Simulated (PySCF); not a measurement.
# C3H4BF3O2: electronic excitations

Wanted: the electronic excitations of C3H4BF3O2 (`C=C(F)OBOC(F)F`), by calculation.

Programs: PySCF 2.14.0, with density-fitted response routines of our own. Each step states its level of theory. These are calculated values for one molecule in the gas phase, unless marked as measured. Atoms count from 0, in the outputs and in this text.

### Step 1. The molecule as given

13 atoms, charge 0, multiplicity 1; geometry from: GFN2-xTB.

Bonds of the start (Å): C0–C1 1.32, C1–F2 1.35, C1–O3 1.34, O3–B4 1.36, B4–O5 1.36, O5–C6 1.35, C6–F7 1.35, C6–F8 1.35, C0–H9 1.07, C0–H10 1.07, B4–H11 1.17, C6–H12 1.10.

### Step 2. Excited states and response: PBE0/def2-SVPD

The job: settings as JSON, then the geometry in Å.

```
{"job": {"kind": "uv", "xc": "PBE0", "basis": "def2-SVPD", "nstates": 8, "ntriplets": 3}, "charge": 0, "multiplicity": 1}
C     -2.300905     0.180950    -1.281862
C     -1.706341    -0.241441    -0.181532
F     -2.410536    -0.872753     0.779449
O     -0.406809    -0.096382     0.091937
B      0.257355    -0.481366     1.211053
O      1.585452    -0.221785     1.288414
C      2.313160     0.379637     0.322456
F      3.091867     1.328672     0.876729
F      3.158354    -0.510834    -0.239807
H     -1.741756     0.681515    -2.046909
H     -3.352932     0.027718    -1.421427
H     -0.215028    -1.018813     2.133955
H      1.723730     0.845367    -0.486245
```

Method: TDDFT PBE0/def2-SVPD, vertical, gas phase, core orbitals frozen in the response.

Command:

```bash
> OMP_NUM_THREADS=1 python probes_run.py task.json out
```

The driver reads the jobs from task.json and runs them one after another.

Log:

```text
coarse grid: 12256 points
cycle   1  E = -590.3134805465  dE =  1.556e+00  |g| = 1.032e+00  |ddm| = 5.642e+00
cycle   2  E = -590.1342386277  dE =  1.792e-01  |g| = 1.447e+00  |ddm| = 2.389e+00
cycle   3  E = -590.5060750253  dE = -3.718e-01  |g| = 8.645e-02  |ddm| = 1.484e+00
cycle   4  E = -590.5070251755  dE = -9.502e-04  |g| = 6.199e-02  |ddm| = 1.631e-01
cycle   5  E = -590.5078554272  dE = -8.303e-04  |g| = 1.150e-02  |ddm| = 6.702e-02
cycle   6  E = -590.5078814901  dE = -2.606e-05  |g| = 3.037e-03  |ddm| = 1.787e-02
cycle   7  E = -590.5078833817  dE = -1.892e-06  |g| = 4.560e-04  |ddm| = 3.756e-03
final grid: 123552 points
cycle   8  E = -590.6001270018  dE = -4.260e-05  |g| = 1.001e-02  |ddm| = 9.471e-02
cycle   9  E = -590.6001121635  dE =  1.484e-05  |g| = 1.374e-02  |ddm| = 2.518e-02
cycle  10  E = -590.6001453363  dE = -3.317e-05  |g| = 7.840e-04  |ddm| = 1.368e-02
cycle  11  E = -590.6001454690  dE = -1.327e-07  |g| = 3.551e-04  |ddm| = 1.549e-03
cycle  12  E = -590.6001454962  dE = -2.723e-08  |g| = 9.659e-05  |ddm| = 4.591e-04
cycle  13  E = -590.6001454983  dE = -2.025e-09  |g| = 2.220e-05  |ddm| = 1.282e-04
cycle  14  E = -590.6001454984  dE = -8.095e-11  |g| = 9.952e-06  |ddm| = 3.117e-05
converged SCF energy = -590.6001454984

Static polarisability (au): isotropic 62.417, principal 45.513 60.451 81.286

Singlet excitations
state   eV       nm        f      main configurations
  1   6.3227    196.1   0.26247   H->L 0.93
  2   6.8666    180.6   0.01975   H->L+1 0.96
  3   7.8028    158.9   0.26317   H->L+2 0.89
  4   7.9551    155.9   0.00826   H->L+3 0.82
  5   7.9845    155.3   0.00781   H-1->L 0.85
  6   8.0822    153.4   0.01723   H->L+4 0.85
  7   8.3832    147.9   0.00057   H->L+6 0.37, H->L+7 0.36, H->L+9 0.18
  8   8.6875    142.7   0.00021   H->L+6 0.47, H->L+7 0.38

Triplet excitations (Tamm-Dancoff, eV): 4.3702 6.3046 6.6755
```

Run time: 85 s. Hardware: 1 thread of Intel Xeon at 2.70GHz, shared host; peak memory 0.88 GiB.

The orbitals next to the gap, with their largest atomic shares:

```csv
orbital,eV,atoms
HOMO−3,-11.25,"O3 22 %, O5 18 %, B4 14 %"
HOMO−2,-10.99,"O5 47 %, F8 17 %, F7 12 %"
HOMO−1,-10.24,"O5 21 %, O3 14 %, B4 14 %"
HOMO,-7.82,"C0 40 %, C1 28 %, O3 12 %"
LUMO,-0.73,"B4 32 %, O5 13 %, C0 13 %"
LUMO+1,0.25,"B4 38 %, C1 13 %, C0 13 %"
LUMO+2,0.57,"C1 24 %, C0 17 %, O3 15 %"
```

With each of the 8 states as a Gaussian band of 0.4 eV half-width at 1/e, the curve within the window shown has maxima at 196 nm (ε 11,000), 159 nm (ε 12,000) L/(mol cm). Beyond the last state computed it falls off for lack of states. The curve at chosen wavelengths:

```json
{"nm": "138", "ε (L/mol/cm)": "14"}
{"nm": "141", "ε (L/mol/cm)": "76"}
{"nm": "144", "ε (L/mol/cm)": "370"}
{"nm": "147", "ε (L/mol/cm)": "1374"}
{"nm": "150", "ε (L/mol/cm)": "3709"}
{"nm": "154", "ε (L/mol/cm)": "8524"}
{"nm": "157", "ε (L/mol/cm)": "11254"}
{"nm": "160", "ε (L/mol/cm)": "11324"}
{"nm": "163", "ε (L/mol/cm)": "8906"}
{"nm": "166", "ε (L/mol/cm)": "5647"}
{"nm": "169", "ε (L/mol/cm)": "3061"}
{"nm": "172", "ε (L/mol/cm)": "1672"}
{"nm": "175", "ε (L/mol/cm)": "1306"}
{"nm": "179", "ε (L/mol/cm)": "1945"}
{"nm": "182", "ε (L/mol/cm)": "3159"}
{"nm": "185", "ε (L/mol/cm)": "4975"}
{"nm": "188", "ε (L/mol/cm)": "7158"}
{"nm": "191", "ε (L/mol/cm)": "9201"}
{"nm": "194", "ε (L/mol/cm)": "10505"}
{"nm": "197", "ε (L/mol/cm)": "10681"}
{"nm": "200", "ε (L/mol/cm)": "9733"}
{"nm": "204", "ε (L/mol/cm)": "7351"}
{"nm": "207", "ε (L/mol/cm)": "5349"}
{"nm": "210", "ε (L/mol/cm)": "3581"}
{"nm": "213", "ε (L/mol/cm)": "2221"}
{"nm": "216", "ε (L/mol/cm)": "1285"}
```

Further results of this job:

```csv
property,computed
dipole moment (D),2.66
polarisability (Å³),9.25
HOMO–LUMO gap (eV),7.09
−ε(HOMO) (eV),7.82
```

### Step 3. Summary of results

```
                                quantity                        value
         lowest singlet (PBE0/def2-SVPD)  6.32 eV (196 nm), f = 0.262
brightest single state of those computed  state 3, 7.80 eV, f = 0.263
                          lowest triplet                      4.37 eV
```

In words: The lowest singlet, at 6.32 eV, is HOMO→LUMO 0.93 and is bright; of the 8 states computed, the strongest absorption comes from state 3 at 7.80 eV. The lowest triplet lies 1.95 eV below the lowest singlet (triplets in Tamm-Dancoff, singlets in full TDDFT).
